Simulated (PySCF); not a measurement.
# TiOCl: structure of the doublet

The task is one start of a wider search on TiOCl: the doublet, from a bent start. It is relaxed, tested by its Hessian and followed downhill if it is a saddle.

Program: PySCF 2.14.0. Level of theory: PBE0, basis Ti def2-TZVP, O def2-TZVP, Cl def2-TZVP, no relativity, density fitting. These are calculated values, not measurements.

**1. The starting structure**

3 atoms, charge 0, spin multiplicity 2.

Bond lengths: Ti1–O2 1.740 Å, Ti1–Cl3 2.350 Å. Angles: O2–Ti1–Cl3 110.0°.

Coordinates in bohr (charge 0 multiplicity 2):
```
Ti    0.0000    0.0000    0.0000
O    -2.6934    0.0000    1.8859
Cl    3.6377    0.0000    2.5472
```

**2. First SCF at the start**

One driver script runs all steps and calls PySCF; scf.py shows how it sets up the SCF of each step. The optimiser is the driver's own. After this first run the driver tries any further starts and a stability analysis.

Contents of scf.py:

```python
from pyscf import gto, scf, dft
mol = gto.M(atom='''
Ti     0.000000     0.000000     0.000000
O     -1.425300     0.000000     0.998000
Cl     1.925000     0.000000     1.347900''',
    basis={'Ti': 'def2-TZVP', 'O': 'def2-TZVP', 'Cl': 'def2-TZVP'},
    charge=0, spin=1)
mf = dft.UKS(mol, xc='PBE0')
mf.grids.atom_grid = (50, 194)
aux = {'Ti': 'def2-universal-JKFIT', 'O': 'def2-universal-JKFIT', 'Cl': 'def2-universal-JKFIT'}
mf = mf.density_fit(auxbasis=aux)
mf.conv_tol = 1e-08
mf.diis_space = 10
mf.max_cycle = 60
mf.init_guess = 'minao'
mf.verbose = 4
mf.kernel()
```

Command:

```sh
OMP_NUM_THREADS=4 python axn.py task.json out
```

What it wrote:

```text
init E= -1384.26891611058
[... the frontier-level lines of each cycle are left out ...]
cycle= 1 E= -1384.00625419677  delta_E= 0.263  |g|= 1.05  |ddm|= 1.35
cycle= 2 E= -1363.81709349231  delta_E= 20.2  |g|=  6.8  |ddm|= 2.66
cycle= 3 E= -1379.49732123131  delta_E= -15.7  |g|= 3.45  |ddm|= 1.84
cycle= 4 E= -1383.93382823851  delta_E= -4.44  |g|= 1.37  |ddm|= 1.05
cycle= 5 E= -1383.55509368095  delta_E= 0.379  |g|= 1.72  |ddm|= 0.571
cycle= 6 E= -1383.88499769557  delta_E= -0.33  |g|= 1.42  |ddm|= 0.174
cycle= 7 E= -1384.33062694949  delta_E= -0.446  |g|= 0.818  |ddm|= 0.217
cycle= 8 E= -1384.55228826964  delta_E= -0.222  |g|= 0.143  |ddm|= 0.255
cycle= 9 E= -1384.56098647109  delta_E= -0.0087  |g|= 0.0215  |ddm|= 0.0911
cycle= 10 E= -1384.561664224  delta_E= -0.000678  |g|= 0.00984  |ddm|= 0.0431
cycle= 11 E= -1384.56208274002  delta_E= -0.000419  |g|= 0.00688  |ddm|= 0.0411
cycle= 12 E= -1384.56250564547  delta_E= -0.000423  |g|= 0.00398  |ddm|= 0.0636
cycle= 13 E= -1384.56265291883  delta_E= -0.000147  |g|= 0.00218  |ddm|= 0.0483
cycle= 14 E= -1384.56267114941  delta_E= -1.82e-05  |g|= 0.000777  |ddm|= 0.0148
cycle= 15 E= -1384.56267324029  delta_E= -2.09e-06  |g|= 0.000393  |ddm|= 0.00469
cycle= 16 E= -1384.56267382363  delta_E= -5.83e-07  |g|= 0.000169  |ddm|= 0.0025
cycle= 17 E= -1384.56267392603  delta_E= -1.02e-07  |g|= 5.61e-05  |ddm|= 0.000848
cycle= 18 E= -1384.56267393548  delta_E= -9.46e-09  |g|= 4.82e-05  |ddm|= 0.000304
Extra cycle  E= -1384.56267393508  delta_E= 4.02e-10  |g|= 8.23e-05  |ddm|= 9.56e-05
converged SCF energy = -1384.56267393508  <S^2> = 0.77046058  2S+1 = 2.020357
```

This step, with its further starts and checks, needed 14 s of wall time on 4 threads of Arm Neoverse V2, shared host.

The starts that the driver tried:

```csv
start,energy (Eh)
the minimal-basis guess,-1384.562674
a thermally smeared density,-1384.562674
a smeared PBE density,-1384.562674
```

No lower solution of this spin turned up from the other starts or in the test of internal stability.

**3. Relaxing the doublet from the bent start**

The program finds Cs symmetry in the start, which this walk keeps. The walk stops when the largest gradient is under 0.0003 Eh/bohr and the energy has settled too.

Changes to scf.py since step 2:

```diff
@@ -3,3 +3,3 @@
-Ti     0.000000     0.000000     0.000000
-O     -1.425300     0.000000     0.998000
-Cl     1.925000     0.000000     1.347900''',
+Ti    -0.450073     0.000000    -0.637917
+O     -1.875373     0.000000     0.360083
+Cl     1.474927     0.000000     0.709983''',
@@ -15 +14,0 @@
-mf.init_guess = 'minao'
```

Steps of the walk:

```csv
step,energy (Eh),change (kJ/mol),largest symmetric gradient (Eh/bohr)
0,-1384.562674,0.00,0.08399
1,-1384.581672,-49.88,0.01679
2,-1384.582779,-52.79,0.00593
3,-1384.583285,-54.11,0.00624
4,-1384.583508,-54.70,0.00640
5,-1384.583658,-55.09,0.00203
6,-1384.583663,-55.11,0.00016
7,-1384.583663,-55.11,0.00007
```

The walk took 13 s.

It settles in Cs symmetry, 55.1 kJ/mol below the start, after 7 steps: Ti–Cl 2.288 Å, Ti–O 1.608 Å; Cl–Ti–O 131.6°.

**4. Frequencies**

The point is checked on the finer grid, and tightened if its gradient asks for it. The Hessian and the dipole derivatives come from central differences of analytic gradients, with steps of 0.02 bohr.

Changes to scf.py since step 3:

```diff
@@ -3,3 +3,3 @@
-Ti    -0.450073     0.000000    -0.637917
-O     -1.875373     0.000000     0.360083
-Cl     1.474927     0.000000     0.709983''',
+Ti    -0.482140     0.000000    -0.465955
+O     -1.968370     0.000000     0.146471
+Cl     1.558315     0.000000     0.566316''',
@@ -9 +9 @@
-mf.grids.atom_grid = (50, 194)
+mf.grids.atom_grid = (75, 302)
@@ -12 +12 @@
-mf.conv_tol = 1e-08
+mf.conv_tol = 1e-10
```

This SCF starts from the last density.

Log of the central SCF (cycles and frontier levels):

```text
init E= -1384.58366756635
[... the frontier-level lines of each cycle are left out ...]
cycle= 1 E= -1384.58366756635  delta_E= -8.19e-12  |g|= 7.24e-06  |ddm|= 1.15e-05
Extra cycle  E= -1384.58366756618  delta_E= 1.72e-10  |g|= 2.43e-05  |ddm|= 1.47e-05
converged SCF energy = -1384.58366756618  <S^2> = 0.75839788  2S+1 = 2.0083803
```

The whole step took 45 s.

Geometry: Cs; Ti–Cl 2.287 Å, Ti–O 1.607 Å; Cl–Ti–O 130.8°.

Harmonic modes (main isotopes):

```csv
symmetry,ω (cm⁻¹),IR (km/mol),μ (u),type
a',108,38.2,22.11,bend
a',406,88.1,37.55,stretch
a',1063,309,19.23,stretch
```

No imaginary mode, so this is a minimum.

Properties at this point:

| Item | Value |
| --- | --- |
| Dipole moment | 4.95 D |
| Highest occupied level | -6.27 eV |
| Lowest empty level | -2.88 eV |
| Rotational constants | 1.343, 0.1007, 0.09365 cm⁻¹ |
| Zero-point energy | 9.4 kJ/mol |
| Principal polarisabilities | 29.1, 57.6, 59.7 bohr³ |
| Atomisation energy without zero-point energy | 1114 kJ/mol |
| Principal traceless quadrupole moments about the centre of mass | -16.30, 5.78, 10.51 D Å |
| Entropy at 298.15 K and 1 bar (electronic part: spin only) | 291.9 J/(mol K) |
| Heat capacity Cp at 298.15 K | 48.8 J/(mol K) |
| Enthalpy at 298.15 K above 0 K | 12.68 kJ/mol |
| Rotational symmetry number | 1 |
| Spin squared ⟨S²⟩ | 0.758 |

Populations by atom (charges in e):

| atom | Mulliken | Löwdin | polar tensor | spin (Mulliken) | Mayer order to Ti1 |
| --- | --- | --- | --- | --- | --- |
| Ti1 | 1.06 | 0.31 | 1.78 | 1.13 | – |
| O2 | -0.56 | -0.25 | -1.07 | -0.12 | 2.18 |
| Cl3 | -0.49 | -0.06 | -0.72 | -0.02 | 0.90 |

Outer orbital energies (eV). α occupied: -21.53, -10.01, -9.42, -9.32, -9.00, -8.68, -8.42, -6.27; empty: -2.88, -1.91, -0.96, -0.60. β occupied: -24.23, -21.55, -9.97, -9.40, -9.37, -8.98, -8.70, -8.44; empty: -2.39, -1.56, -0.99, -0.43.

Mulliken populations on Ti1: s 6.15, p 12.22, d 2.55, f 0.03.

**5. Results**

| quantity | value |
| --- | --- |
| minimum | doublet, Cs |
| geometry | Ti–Cl 2.287 Å, Ti–O 1.607 Å; Cl–Ti–O 130.8° |
| wavenumbers (cm⁻¹) | 108 (a'), 406 (a'), 1063 (a') |
| dipole moment | 4.95 D |
| highest occupied, lowest empty level (either spin) | -6.27, -2.88 eV |
| polar-tensor charge of Ti1 | +1.78 e |
| zero-point energy | 9.4 kJ/mol |
| entropy at 298.15 K | 291.9 J/(mol K) |
| atomisation energy (no zero-point energy) | 1114 kJ/mol |
| ⟨S²⟩ | 0.758 |

**Reading.** The bent start keeps its Cs symmetry and ends in a minimum. The strongest infrared band lies at 1063 cm⁻¹ (a', stretch). Most of the spin sits on Ti1 (Mulliken spin 1.13, against 1 for the whole molecule). Other starts or spin states, not run here, may lie lower. Open d and f shells are described by one determinant, and the ground state may have another occupation or spin.

The search up to here took 72 s.
